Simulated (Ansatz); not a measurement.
# ClHHf: the cost of one run

The runs use Ansatz 0.2.0, Gaussian basis; def2-SVP, all electrons in the functionals, frozen cores in the correlation of double hybrids and RPA.

Plan: wB97M-V, B2PLYP, RPA-PBE, at charge 0, triplet; charge 0, singlet; charge 0, quintet; charge 1, doublet; charge 1, quartet; displaced geometry v1; displaced geometry v2.

31 further runs of the same task are left out: 8 for a known fault of the program, 10 that didn't finish, 13 set aside as unsound or not needed. Runs told in other sessions of the task aren't counted.

### 1 The geometry

The geometry is a PBE0/def2-TZVP stationary point (not a proven minimum). No spin-orbit coupling is included. Elements past krypton take def2 core potentials.

3 atoms, charge 0, spin multiplicity 3.

Atoms are counted from 1 here; the program's logs count them from 0.

Bond lengths: Hf1–Cl2 2.375 Å, Hf1–H3 1.924 Å. Angles: Cl2–Hf1–H3 180.0°.

No dispersion term is added; wB97M-V holds VV10 nonlocal correlation.

The geometry shown and the zero of energy belong to the point charge 0, triplet. The yardstick, UCCSD(T), and other wave-function levels (R restricted, U unrestricted, valence and pair active spaces) come from earlier runs.

### 2 wB97M-V, charge 0, triplet

in.yaml reads:

```yaml
crystal:
  periodic: [false, false, false]
  atoms:
    - {symbol: Hf, position_ang: [0.000000, 0.000000, 0.150300]}
    - {symbol: Cl, position_ang: [0.000000, 0.000000, -2.224700]}
    - {symbol: H, position_ang: [0.000000, 0.000000, 2.074400]}
basis:
  gaussian: {orbitals: def2-SVP}
magnetization: {spin_polarized: true, initial_magnetization: 2}
hamiltonian: {xc: {name: wB97M-V}}
output: {forces: true, orbitals: {seedname: orbitals}}
```

The run is started by

```sh
> ansatz run in.yaml --threads 1 --pin off --events-out ev --progress --plain --max-ram 2393MiB
```

Q: Estimate wall time and peak memory on 1 thread of Arm Neoverse V1, shared host.

About 54 s, with a peak of 0.3 GiB.
